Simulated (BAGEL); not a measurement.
**GeHClF2 (SMILES [F][GeH]([F])[Cl]): RI-MP2/cc-pVDZ (density fitting with qzvpp-jkfit)**

What is the energy change on altering one bond length of GeHClF2 at RI-MP2/cc-pVDZ (density fitting with qzvpp-jkfit)? 

Program for the calculation: BAGEL 1.2.2.

3 further runs of the same task are left out: 3 that didn't finish.

**1. The system as given**

GeHClF2: 5 atoms, total charge 0, spin state singlet. SMILES: `[F][GeH]([F])[Cl]`. Geometry: relaxed at PBE0-D4/def2-TZVP.

Bond lengths: F1–Ge2 1.713 Å, Ge2–F3 1.713 Å, Ge2–Cl4 2.109 Å, Ge2–H5 1.520 Å. Angles: F1–Ge2–F3 105.2°, F1–Ge2–Cl4 107.8°, F3–Ge2–Cl4 107.8°, F1–Ge2–H5 110.6°, F3–Ge2–H5 110.6°, Cl4–Ge2–H5 114.3°.

**2. A single-point energy at RI-MP2/cc-pVDZ (density fitting with qzvpp-jkfit)**

File mp2.json:

```json
{ "bagel": [

{
  "title": "molecule",
  "basis": "cc-pvdz.json",
  "df_basis": "qzvpp-jkfit",
  "angstrom": true,
  "geometry": [
    { "atom": "F", "xyz": [    1.537600,    0.699700,   -0.229900 ] },
    { "atom": "Ge", "xyz": [    0.016700,   -0.011800,    0.110900 ] },
    { "atom": "F", "xyz": [   -1.125600,    1.248800,   -0.092800 ] },
    { "atom": "Cl", "xyz": [   -0.360000,   -1.470300,   -1.365500 ] },
    { "atom": "H", "xyz": [   -0.018800,   -0.539900,    1.536000 ] }
  ]
},
{
  "title": "hf"
},
{
  "title": "mp2",
  "ncore": 16
}

]}
```

The basis set cc-pVDZ is read from a file made from the Basis Set Exchange's data (not shown).

Run with:

```sh
$ BAGEL_NUM_THREADS=1 BAGEL mp2.json > mp2.out
```

What it wrote:

```text
* using 1 threads per process

  ===============================================================
  ===============================================================

  *** Geometry ***

  { "atom" : "F", "xyz" : [      2.905643,      1.322241,     -0.434448 ] },
  { "atom" : "Ge", "xyz" : [      0.031558,     -0.022299,      0.209571 ] },
  { "atom" : "F", "xyz" : [     -2.127076,      2.359890,     -0.175367 ] },
  { "atom" : "Cl", "xyz" : [     -0.680301,     -2.778464,     -2.580421 ] },
  { "atom" : "H", "xyz" : [     -0.035527,     -1.020263,      2.902619 ] },

  Number of auxiliary basis functions:      566

  Since a DF basis is specified, we compute 2- and 3-index integrals:
    o Being stored without compression. Storage requirement is 0.028 GB

  Number of basis functions:       78
  Number of electrons      :       68

    * METHOD: MOLECULE                             0.33

  *** RHF ***

  === Nuclear Repulsion ===
   400.0452952271

      * DIIS with orbital gradients will be used.

  === RHF iteration (cc-pvdz.json) ===
      0      -2734.16398714          0.01732673           0.13
      1      -2734.31467804          0.01196741           0.09
      2      -2734.41897387          0.00081858           0.09
      3      -2734.41982735          0.00027283           0.13
      4      -2734.41992417          0.00006508           0.13
      5      -2734.41993083          0.00001681           0.13
      6      -2734.41993135          0.00000372           0.13
      7      -2734.41993137          0.00000074           0.13
      8      -2734.41993137          0.00000026           0.13
      9      -2734.41993137          0.00000009           0.13
     10      -2734.41993137          0.00000003           0.09
     11      -2734.41993137          0.00000001           0.09
    * SCF iteration converged.

    * Permanent dipole moment:
           (    0.094791,     0.650215,    -0.763835) a.u.

    * METHOD: HF                                   1.68

  *** RHF ***

  === Nuclear Repulsion ===
   400.0452952271

      * DIIS with orbital gradients will be used.

  === RHF iteration (cc-pvdz.json) ===
      0      -2734.41993137          0.00000000           0.13
    * SCF iteration converged.

    * Permanent dipole moment:
           (    0.094791,     0.650215,    -0.763834) a.u.

  === DF-MP2 calculation ===

    * freezing 16 orbitals
    * 3-index integral transformation done
    * assembly done

      MP2 correlation energy:   -0.6188666884      0.06

      MP2 total energy:       -2735.0387980568

    * METHOD: MP2                                  0.33

  ===============================================================
```

Run time: 2.5 s. Hardware: 1 thread of Arm Neoverse V2, shared host; peak memory 0.14 GiB.

**3. The distorted shape**

File job.json:

```json
{ "bagel" : [

{
  "title" : "molecule",
  "basis" : "cc-pvdz.json",
  "df_basis" : "qzvpp-jkfit",
  "angstrom" : true,
  "geometry" : [
    { "atom" : "F", "xyz" : [    2.298049,    1.055450,   -0.400300 ] },
    { "atom" : "Ge", "xyz" : [    0.016700,   -0.011800,    0.110900 ] },
    { "atom" : "F", "xyz" : [   -1.125600,    1.248800,   -0.092800 ] },
    { "atom" : "Cl", "xyz" : [   -0.360000,   -1.470300,   -1.365500 ] },
    { "atom" : "H", "xyz" : [   -0.018800,   -0.539900,    1.536000 ] }
  ]
},
{ "title" : "hf" },
{ "title" : "mp2", "ncore" : 16 }

]}
```

The basis set cc-pVDZ is read from a file made from the Basis Set Exchange's data (not shown).

Run with:

```sh
$ BAGEL_NUM_THREADS=1 BAGEL job.json > job.out
```

What it wrote:

```text
* using 1 threads per process

  ===============================================================
  ===============================================================

  *** Geometry ***

  { "atom" : "F", "xyz" : [      4.342683,      1.994511,     -0.756457 ] },
  { "atom" : "Ge", "xyz" : [      0.031558,     -0.022299,      0.209571 ] },
  { "atom" : "F", "xyz" : [     -2.127076,      2.359890,     -0.175367 ] },
  { "atom" : "Cl", "xyz" : [     -0.680301,     -2.778464,     -2.580421 ] },
  { "atom" : "H", "xyz" : [     -0.035527,     -1.020263,      2.902619 ] },

  Number of auxiliary basis functions:      566

  Since a DF basis is specified, we compute 2- and 3-index integrals:
    o Being stored without compression. Storage requirement is 0.028 GB

  Number of basis functions:       78
  Number of electrons      :       68

    * METHOD: MOLECULE                             0.29

  *** RHF ***

  === Nuclear Repulsion ===
   361.9277387246

      * DIIS with orbital gradients will be used.

  === RHF iteration (cc-pvdz.json) ===
      0      -2733.90398161          0.01915945           0.14
      1      -2733.96408086          0.01999025           0.13
      2      -2734.27115898          0.00216313           0.13
      3      -2734.27527253          0.00092507           0.13
      4      -2734.27633776          0.00029922           0.10
      5      -2734.27648173          0.00008318           0.09
      6      -2734.27649694          0.00003520           0.13
      7      -2734.27650020          0.00001579           0.13
      8      -2734.27650057          0.00000840           0.13
      9      -2734.27650068          0.00000320           0.13
     10      -2734.27650070          0.00000201           0.13
     11      -2734.27650071          0.00000115           0.13
     12      -2734.27650071          0.00000046           0.13
     13      -2734.27650071          0.00000023           0.09
     14      -2734.27650071          0.00000013           0.10
     15      -2734.27650071          0.00000006           0.13
     16      -2734.27650071          0.00000002           0.13
     17      -2734.27650071          0.00000001           0.13
     18      -2734.27650071          0.00000001           0.13
    * SCF iteration converged.

    * Permanent dipole moment:
           (    1.485341,     1.408584,    -0.979802) a.u.

    * METHOD: HF                                   2.61

  *** RHF ***

  === Nuclear Repulsion ===
   361.9277387246

      * DIIS with orbital gradients will be used.

  === RHF iteration (cc-pvdz.json) ===
      0      -2734.27650071          0.00000000           0.13
    * SCF iteration converged.

    * Permanent dipole moment:
           (    1.485341,     1.408584,    -0.979802) a.u.

  === DF-MP2 calculation ===

    * freezing 16 orbitals
    * 3-index integral transformation done
    * assembly done

      MP2 correlation energy:   -0.6370541596      0.06

      MP2 total energy:       -2734.9135548744

    * METHOD: MP2                                  0.33

  ===============================================================
```

Wall time 3.6 s (1 thread of Arm Neoverse V2, shared host); peak memory 0.14 GiB.

**4. Results**

Level: RI-MP2/cc-pVDZ (density fitting with qzvpp-jkfit), 16 core orbitals frozen.

| quantity | value |
| --- | --- |
| first shape: total energy | -2735.03880 Eh |
| first shape: correlation energy (16 core orbitals frozen) | -618.9 mEh |
| distorted shape: total energy | -2734.91355 Eh |
| distorted shape: correlation energy (16 core orbitals frozen) | -637.1 mEh |
| energy change with the F1–Ge2 bond stretched from 1.713 to 2.570 Å | 3.408 eV |

What this shows: One bond (distorted shape) is far stretched, which a spin-restricted single reference describes badly; perturbation theory on it can break down and give far too much correlation. With the F1–Ge2 bond stretched from 1.713 to 2.570 Å the energy rises by 3.41 eV (79 kcal/mol). The first shape isn't relaxed at this level, so the change isn't measured from a minimum. A restricted reference can't describe the breaking bond well at this length.
